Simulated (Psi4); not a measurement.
# U-wB97X-D/def2-QZVPD (density fitting, core potential, sweep point 6) run of InHF (SMILES [F][InH])

What is the vertical ionisation energy of InHF at U-wB97X-D/def2-QZVPD (density fitting, core potential, sweep point 6)? Input form: a Python script.

The calculation is run with Psi4 1.11.

**1. The molecule**

InHF has 3 atoms, charge 0, and is taken as a doublet. SMILES: `[F][InH]`. The shape is that of a PBE0-D4/def2-TZVP optimisation.

Bond lengths: F1–In2 1.970 Å, In2–H3 1.779 Å. Angles: F1–In2–H3 113.8°.

**2. A single-point energy at U-wB97X-D/def2-QZVPD (density fitting, core potential, sweep point 6)**

File calc.py:

```python
import psi4

psi4.set_memory('1600 MB')
psi4.set_num_threads(1)
psi4.core.set_output_file('fhin.out', False)

geom = psi4.geometry("""
0 2
F      1.088400     0.989500     0.694300
In    -0.522500     0.355100    -0.244800
H     -0.576900    -1.409400    -0.462800
units angstrom
symmetry c1
""")

options = {'basis': 'def2-QZVPD', 'reference': 'uks', 'puream': True, 'scf_type': 'df', 'dft_radial_points': 99, 'dft_spherical_points': 590, 'maxiter': 150}
psi4.set_options(options)

e_tot = psi4.energy('wb97x-d', molecule=geom)
print(f'wb97x-d energy: {e_tot:.10f} Eh')
for k, v in sorted(psi4.core.scalar_variables().items()):
    print(f'{k:45s} {v:18.10f}')
```

Run with:

```sh
$ python calc.py
```

fhin.out (excerpt; [...] marks lines left out):

```text
[...]
    !!!  WARNING: ECP capability is in beta. Please check occupations closely.  !!!
[...]
  Running in c1 symmetry.
[...]
  Nuclear repulsion =   58.542473673905171
[...]
  Multiplicity = 2
[...]
  Nalpha       = 16
  Nbeta        = 15
[...]
    Number of basis functions: 187
[...]
   @DF-UKS iter   1:  -290.46438646884832   -1.13354e+00   3.98024e-03 ADIIS/DIIS
[...]
   @DF-UKS iter  10:  -290.65503334476091   -2.74235e-07   4.19176e-07 DIIS
[...]
   @S^2 Observed:                7.565736926E-01
[...]
    Orbital Energies [Eh]
    ---------------------
    Alpha Occupied:
       1A    -24.728650     2A     -4.795535     3A     -3.197891
       4A     -3.191380     5A     -3.187617     6A     -1.194106
       7A     -0.873329     8A     -0.869421     9A     -0.867006
      10A     -0.865026    11A     -0.860147    12A     -0.526452
      13A     -0.454015    14A     -0.443626    15A     -0.431843
      16A     -0.297172
    Alpha Virtual:
      17A     -0.014831    18A      0.027876    19A      0.038806
      20A      0.060740    21A      0.073019    22A      0.074655
      23A      0.079159    24A      0.079740    25A      0.084860
[...]
  @DF-UKS Final Energy:  -290.65503334476091
   => Energetics <=
    Nuclear Repulsion Energy =             58.5424736739051710
    One-Electron Energy =                -592.4274500125642362
    Two-Electron Energy =                 262.3779385127495516
    DFT Exchange-Correlation Energy =     -19.1478146828124487
    Empirical Dispersion Energy =          -0.0001808360389802
    VV10 Nonlocal Energy =                  0.0000000000000000
    Total Energy =                       -290.6550333447609091
[...]
 Multipole Moments:
 ------------------------------------------------------------------------------------
     Multipole            Electronic (a.u.)      Nuclear  (a.u.)        Total (a.u.)
 ------------------------------------------------------------------------------------
 L = 1.  Multiply by 2.5417464519 to convert [e a0] to [Debye]
 Dipole X            :        -17.2612823           16.1020080           -1.1592743
 Dipole Y            :         -3.2471811            3.0069949           -0.2401862
 Dipole Z            :         -0.0000007           -0.0000000           -0.0000007
 Magnitude           :                                                    1.1838946
[...]
```

On the terminal:

```text
wb97x-d energy: -290.6550333448 Eh
CURRENT ENERGY                                   -290.6550333448
CURRENT REFERENCE ENERGY                         -290.6550333448
DD SOLVATION ENERGY                                 0.0000000000
DFT FUNCTIONAL TOTAL ENERGY                      -290.6548525087
DFT TOTAL ENERGY                                 -290.6550333448
DFT VV10 ENERGY                                     0.0000000000
DFT XC ENERGY                                     -19.1478146828
DISPERSION CORRECTION ENERGY                       -0.0001808360
GRID ELECTRONS ALPHA                               16.0000000870
GRID ELECTRONS BETA                                15.0000000714
GRID ELECTRONS TOTAL                               31.0000001584
NUCLEAR REPULSION ENERGY                           58.5424736739
ONE-ELECTRON ENERGY                              -592.4274500126
PCM POLARIZATION ENERGY                             0.0000000000
PE ENERGY                                           0.0000000000
SCF ITERATION ENERGY                             -290.6550333448
SCF ITERATIONS                                     10.0000000000
SCF TOTAL ENERGY                                 -290.6550333448
TWO-ELECTRON ENERGY                               262.3779385127
WB97X-D DISPERSION CORRECTION ENERGY               -0.0001808360
XC GRID RADIAL POINTS                              99.0000000000
XC GRID SPHERICAL POINTS                          590.0000000000
XC GRID TOTAL POINTS                           170405.0000000000
```

Run time: 18 s. Hardware: 1 thread of Intel Xeon Platinum 8559C (Emerald Rapids), shared host; peak memory 1.2 GiB.

**3. The singlet cation at the same level**

File fhin.py:

```python
import psi4

psi4.set_memory(1600000000)
psi4.set_num_threads(1)
psi4.core.set_output_file('fhin.out', False)

molecule = psi4.geometry("""
1 1
F      1.088400     0.989500     0.694300
In    -0.522500     0.355100    -0.244800
H     -0.576900    -1.409400    -0.462800
units angstrom
symmetry c1
""")

psi4.set_options({
    'basis': 'def2-QZVPD',
    'reference': 'rks',
    'puream': True,
    'scf_type': 'df',
    'dft_radial_points': 99,
    'dft_spherical_points': 590,
})

e, wfn = psi4.energy("WB97X-D", return_wfn=True)
print('E =', round(e, 9))
for k, v in sorted(psi4.core.scalar_variables().items()):
    print(f'{k:45s} {v:18.10f}')
```

Run with:

```sh
$ python fhin.py
```

fhin.out (excerpt; [...] marks lines left out):

```text
[...]
    !!!  WARNING: ECP capability is in beta. Please check occupations closely.  !!!
[...]
  Running in c1 symmetry.
[...]
  Nuclear repulsion =   58.542473673905171
[...]
  Multiplicity = 1
[...]
  Nalpha       = 15
  Nbeta        = 15
[...]
    Number of basis functions: 187
[...]
   @DF-RKS iter   1:  -290.17911799691939   -8.48271e-01   3.64447e-03 DIIS/ADIIS
[...]
   @DF-RKS iter   9:  -290.33352594431517   -1.02342e-07   4.64524e-07 DIIS
[...]
    Orbital Energies [Eh]
    ---------------------
    Doubly Occupied:
       1A    -24.976335     2A     -5.094218     3A     -3.495776
       4A     -3.493481     5A     -3.484207     6A     -1.430182
       7A     -1.170073     8A     -1.168165     9A     -1.162228
      10A     -1.160618    11A     -1.153259    12A     -0.766268
      13A     -0.680859    14A     -0.675361    15A     -0.666503
[...]
  @DF-RKS Final Energy:  -290.33352594431517
   => Energetics <=
    Nuclear Repulsion Energy =             58.5424736739051710
    One-Electron Energy =                -583.8858354870322955
    Two-Electron Energy =                 254.0117258881984128
    DFT Exchange-Correlation Energy =     -19.0017091833474687
    Empirical Dispersion Energy =          -0.0001808360389802
    VV10 Nonlocal Energy =                  0.0000000000000000
    Total Energy =                       -290.3335259443151699
[...]
 Multipole Moments:
 ------------------------------------------------------------------------------------
     Multipole            Electronic (a.u.)      Nuclear  (a.u.)        Total (a.u.)
 ------------------------------------------------------------------------------------
 L = 1.  Multiply by 2.5417464519 to convert [e a0] to [Debye]
 Dipole X            :        -17.9434143           16.1020080           -1.8414064
 Dipole Y            :         -3.3559372            3.0069949           -0.3489422
 Dipole Z            :         -0.0000002           -0.0000000           -0.0000002
 Magnitude           :                                                    1.8741767
[...]
```

Standard output:

```text
E = -290.333525944
CURRENT ENERGY                                   -290.3335259443
CURRENT REFERENCE ENERGY                         -290.3335259443
DD SOLVATION ENERGY                                 0.0000000000
DFT FUNCTIONAL TOTAL ENERGY                      -290.3333451083
DFT TOTAL ENERGY                                 -290.3335259443
DFT VV10 ENERGY                                     0.0000000000
DFT XC ENERGY                                     -19.0017091833
DISPERSION CORRECTION ENERGY                       -0.0001808360
GRID ELECTRONS ALPHA                               15.0000000705
GRID ELECTRONS BETA                                15.0000000705
GRID ELECTRONS TOTAL                               30.0000001411
NUCLEAR REPULSION ENERGY                           58.5424736739
ONE-ELECTRON ENERGY                              -583.8858354870
PCM POLARIZATION ENERGY                             0.0000000000
PE ENERGY                                           0.0000000000
SCF ITERATION ENERGY                             -290.3335259443
SCF ITERATIONS                                      9.0000000000
SCF TOTAL ENERGY                                 -290.3335259443
TWO-ELECTRON ENERGY                               254.0117258882
WB97X-D DISPERSION CORRECTION ENERGY               -0.0001808360
XC GRID RADIAL POINTS                              99.0000000000
XC GRID SPHERICAL POINTS                          590.0000000000
XC GRID TOTAL POINTS                           170405.0000000000
```

Run time: 11 s. Hardware: 1 thread of Intel Xeon Platinum 8559C (Emerald Rapids), shared host; peak memory 1.2 GiB.

**4. What came out**

At U-wB97X-D/def2-QZVPD (density fitting, core potential, sweep point 6):

```
                                          quantity          value
                        doublet InHF: total energy  -290.65503 Eh
                       doublet InHF: dipole moment         3.01 D
  doublet InHF: HOMO energy (highest over α and β)       -8.09 eV
   doublet InHF: LUMO energy (lowest over α and β)       -2.13 eV
                   doublet InHF: dispersion energy   -0.47 kJ/mol
                                doublet InHF: ⟨S²⟩          0.757
                      singlet cation: total energy  -290.33353 Eh
                       singlet cation: HOMO energy      -18.14 eV
                       singlet cation: LUMO energy       -9.34 eV
                     singlet cation: HOMO–LUMO gap        8.79 eV
                 singlet cation: dispersion energy   -0.47 kJ/mol
vertical ionisation energy (to the singlet cation)       8.749 eV
```

What this shows: Removing an electron at fixed nuclei costs 8.75 eV (202 kcal/mol). Only the singlet of the ionised species was computed; a triplet could lie lower.
